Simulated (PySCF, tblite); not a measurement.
# C6H14SSi: geometry, infrared bands and NMR shifts

Aim: predict the infrared bands and NMR shifts of C6H14SSi (`C[SiH](C)SC1(C)CC1`).

Programs: tblite 0.8.0 and PySCF 2.14.0, with density-fitted response routines of our own. Each step states its level of theory. These are calculated values for one molecule in the gas phase, unless marked as measured. Atoms are numbered from 0 throughout.

### Step 1. The molecule as given

22 atoms, charge 0, multiplicity 1; geometry from: force field or distance geometry start.

Bonds of the start (Å): C0–Si1 1.85, Si1–C2 1.83, Si1–S3 2.16, S3–C4 1.77, C4–C5 1.50, C4–C6 1.50, C6–C7 1.50, C7–C4 1.52, C0–H8 1.09, C0–H9 1.09, C0–H10 1.10, Si1–H11 1.48, C2–H12 1.09, C2–H13 1.10, C2–H14 1.11, C5–H15 1.10, C5–H16 1.10, C5–H17 1.10, C6–H18 1.08, C6–H19 1.09, C7–H20 1.08, C7–H21 1.09.

### Step 2. Geometry optimisation with GFN2-xTB

What the job is given:

```
{"job": {"kind": "relax", "xc": "GFN2-xTB", "basis": "xTB"}, "charge": 0, "multiplicity": 1}
C     -2.059900    -0.312500     0.981800
Si    -1.417000     0.849100    -0.312800
C     -2.689400     1.280600    -1.554900
S      0.236100    -0.085600    -1.341300
C      1.493100    -0.355000    -0.123200
C      2.196600     0.894300     0.334100
C      1.372200    -1.516100     0.822600
C      2.357200    -1.587900    -0.302100
H     -2.355300    -1.273400     0.548100
H     -1.330000    -0.507000     1.766000
H     -2.954300     0.111700     1.470500
H     -0.909700     2.078200     0.345300
H     -2.302900     1.964600    -2.307200
H     -3.071800     0.393200    -2.073700
H     -3.554800     1.790400    -1.084200
H      1.525400     1.548100     0.914000
H      2.604200     1.462700    -0.508900
H      3.042300     0.650700     0.996800
H      0.502400    -2.163000     0.778200
H      1.770300    -1.405600     1.836600
H      3.404200    -1.526500    -0.066200
H      2.130700    -2.271500    -1.120200
```

Started as:

```bash
$ OMP_NUM_THREADS=1 python probes_run.py task.json out
```

One launch serves the whole session: the jobs run in the order shown.

**Question.** This job is followed by: GFN2-xTB harmonic vibrations, gas phase; GIAO PBE0/pcSseg-1 NMR shielding, non-relativistic, gas phase. What will the session give for the following? strongest single infrared mode (GFN2-xTB); zero-point energy (GFN2-xTB); ¹³C shifts against TMS (PBE0/pcSseg-1, means over atoms taken as alike); ¹H shifts against TMS (PBE0/pcSseg-1, means over atoms taken as alike); ²⁹Si shifts against TMS (PBE0/pcSseg-1); ³³S shifts against CS2 (PBE0/pcSseg-1).

**Answer**, as computed:

```
                                                               quantity                             value
                              strongest single infrared mode (GFN2-xTB)              856 cm⁻¹, 296 km/mol
                                           zero-point energy (GFN2-xTB)                    114.2 kcal/mol
¹³C shifts against TMS (PBE0/pcSseg-1, means over atoms taken as alike)        29.4, 24.6, 19.1, -1.4 ppm
 ¹H shifts against TMS (PBE0/pcSseg-1, means over atoms taken as alike)  5.33, 1.51, 0.75, 0.58, 0.33 ppm
                                ²⁹Si shifts against TMS (PBE0/pcSseg-1)                          -2.8 ppm
                                 ³³S shifts against CS2 (PBE0/pcSseg-1)                           -46 ppm
```

**Reading.** The optimisation took 140 steps and gained 0.164 eV; among the close pairs (by a distance rule), Si1–C2 changed most, from 1.830 to 1.893 Å. All 60 modes are real, so the xTB geometry is a minimum. The strongest single mode, at 856 cm⁻¹, is spread over many atoms; the largest shares are those of H14, H10. GFN2-xTB is a fitted tight-binding method: band positions and strengths are rough. Its intensities can rank the bands wrongly. At PBE0/pcSseg-1: Shielding is most anisotropic at S3 (span 452 ppm, paramagnetic term -511 ppm).
